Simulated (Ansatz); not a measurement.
NaBe2Se2:

```
CELL_PARAMETERS angstrom
3.67228 0.00000 0.00000
-1.83614 3.18028 0.00000
0.00000 0.00000 8.01116
ATOMIC_POSITIONS crystal
Na 0.00000 0.00000 0.50000
Be 0.33333 0.66667 0.14639
Be 0.33333 0.66667 0.85361
Se 0.66667 0.33333 0.22852
Se 0.66667 0.33333 0.77148
```

The cell was built by a generator and needn't be a form met in nature.

- Program: Ansatz 0.2.0
- Task: relaxation of cell and atoms
- Functional: BLYP
- Potentials or basis: Ansatz PAW
- Cutoff: 420 eV (not typed: the program's choice for these potentials)
- k mesh: 6 × 6 × 3
- Occupations: fermi-dirac, width 0.05 eV
- Spin: no spin polarisation

At the start: volume 18.71 Å³/atom.

Where does the relaxation end?

It ends after 6 steps and the volume is 19.48 Å³/atom (+4.1 %); space group P-6m2 (No. 187, to 0.05 Å).

The path:
| step | energy change (eV) | largest force (eV/Å) | volume (Å³) |
| --- | --- | --- | --- |
| 1 | 0.0000 | 0.1059 | 93.56 |
| 2 | -0.0216 | 0.1055 | 96.68 |
| 3 | -0.0237 | 0.0662 | 97.56 |
| 4 | -0.0240 | 0.0455 | 97.40 |
| 5 | -0.0245 | 0.0009 | 97.40 |
| 6 | -0.0249 | 0.0009 | 97.40 |

Final structure:
```
Na Be Se
1.0
     3.71597    0.00000    0.00000
    -1.85799    3.21813    0.00000
     0.00000    0.00000    8.14517
Na Be Se
1 2 2
Direct
  0.00000 0.00000 0.50000
  0.33333 0.66667 0.14600
  0.33333 0.66667 0.85400
  0.66667 0.33333 0.22948
  0.66667 0.33333 0.77052
```

Caveat: the plane-wave basis is chosen anew once the cell has moved, so the energies of steps on either side of that aren't comparable; the PAW data sets come from PBE, with cores solved anew for the run's functional, which leaves a small shift of forces and pressure.
